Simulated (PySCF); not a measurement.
# C₃H₆Cl₂Si₂: electronic excitations

What electronic excitations should C₃H₆Cl₂Si₂ (`[SiH3]C#C[SiH2]C(Cl)Cl`) show?

Programs: PySCF 2.14.0, with density-fitted response routines of our own. Each step states its level of theory. These are calculated values for one molecule in the gas phase, unless marked as measured. Atoms count from 0, in the outputs and in this text.

## (1) The starting structure

13 atoms, charge 0, multiplicity 1; geometry from: GFN2-xTB.

Bonds of the start (Å): Si0–C1 1.85, C1–C2 1.21, C2–Si3 1.84, Si3–C4 1.93, C4–Cl5 1.78, C4–Cl6 1.78, Si0–H7 1.46, Si0–H8 1.46, Si0–H9 1.46, Si3–H10 1.46, Si3–H11 1.46, C4–H12 1.09.

## (2) TDDFT and polarisability: B3LYP/def2-SVPD

Job settings and geometry (Å):

```
{"job": {"kind": "uv", "xc": "B3LYP", "basis": "def2-SVPD", "nstates": 8, "ntriplets": 3}, "charge": 0, "multiplicity": 1}
Si     3.170880     0.784856    -0.097291
C      1.470613     0.060221    -0.242573
C      0.354123    -0.402793    -0.327334
Si    -1.342367    -1.116354    -0.447858
C     -2.481411     0.180984     0.420648
Cl    -4.178972    -0.332061     0.287388
Cl    -2.037223     0.334832     2.135551
H      3.030490     2.240533    -0.029327
H      3.783799     0.249338     1.119175
H      3.919681     0.385286    -1.290776
H     -1.794540    -1.200136    -1.837284
H     -1.471195    -2.367497     0.293259
H     -2.428266     1.183278    -0.001307
```

Method: TDDFT B3LYP/def2-SVPD, vertical, gas phase, core orbitals frozen in the response.

Launch:

```
$ OMP_NUM_THREADS=1 python probes_run.py task.json out
```

This one command runs all jobs of the session in turn.

Predict these results of the whole session: lowest singlet (B3LYP/def2-SVPD); brightest single state of those computed; lowest triplet; surface potential, 1st and 99th percentile.

As calculated:

| quantity | value |
| --- | --- |
| lowest singlet (B3LYP/def2-SVPD) | 5.50 eV (226 nm), f = 0.001 |
| brightest single state of those computed | state 2, 5.63 eV, f = 0.039 |
| lowest triplet | 4.63 eV |
| surface potential, 1st and 99th percentile | -0.62 V and 1.43 V |

What this shows: The lowest singlet, at 5.50 eV, is HOMO−1→LUMO 0.83 and is dark; of the 8 states computed, the strongest absorption comes from state 2 at 5.63 eV. The lowest triplet lies 0.87 eV below the lowest singlet (triplets in Tamm-Dancoff, singlets in full TDDFT). By nearest atom (B3LYP/def2-SVPD), the HOMO sits on Cl5, Cl6 about 22 % each; C1, C2, C4 about 13 % each and the LUMO on C1, C2 about 21 % each; Si3 10 %.
